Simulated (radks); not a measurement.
**Ionising rhodium step by step, Rh²³⁺ to Rh⁴⁴⁺**

The task here is to estimate one member of a computed series from the others.

Method: scalar-relativistic Kohn-Sham, PBE, spin-polarised, spherical densities, finite nucleus; open shells are filled with parallel spins first. Code: radks (a radial shooting solver on a logarithmic mesh, Libxc functionals) version 1.

### The system

- element: rhodium (Z = 45)
- charges: 23 to 44
- first configuration: [Ar] 3d4
- last configuration: 1s1

Outer shells as boxes (Hund's rule):

Rh²³⁺
```
[Ar] core
3d [↑ ][↑ ][↑ ][↑ ][  ]
```

Rh⁴⁴⁺
```
1s [↑ ]
```

The first run:

The run's settings:

```text
Z 45
configuration [Ar] 3d4
relativity scalar-relativistic
functional pbe,pbe
spin polarised
nucleus finite rms 4.4945 fm
c 137.035999084
```

Steps of the session up to this table: Rh²³⁺, [Ar] 3d4.

One of the session's tables, all rows but one given; the rest of the session is left out.

It belongs to the step «Rh²³⁺, [Ar] 3d4». Sizes of the orbitals, from the radial functions (bohr):

```
  level     <r>  outermost maximum (interpolated)  90 % within  nodes
  2p up  0.1231                            0.0956        0.200      0
2p down  0.1229                            0.0955        0.200      0
  3s up  0.3655                             0.338        0.533      2
3s down  0.3668                             0.339        0.535      2
  3p up  0.3590                             0.328        0.534      1
3p down       ?                                 ?            ?      ?
  3d up  0.3255                             0.269        0.503      0
3d down  0.3275                             0.270        0.507      0
```

Q: Estimate the row for 3p down from the others.

As computed: <r>: 0.3606; outermost maximum (interpolated): 0.329; 90 % within: 0.537; nodes: 1. In the column «<r>» it lies between 3p up (0.3590) and 3s up (0.3655).

Caveats from the session: Open shells are spherical and high-spin; term and fine-structure splittings are not resolved.
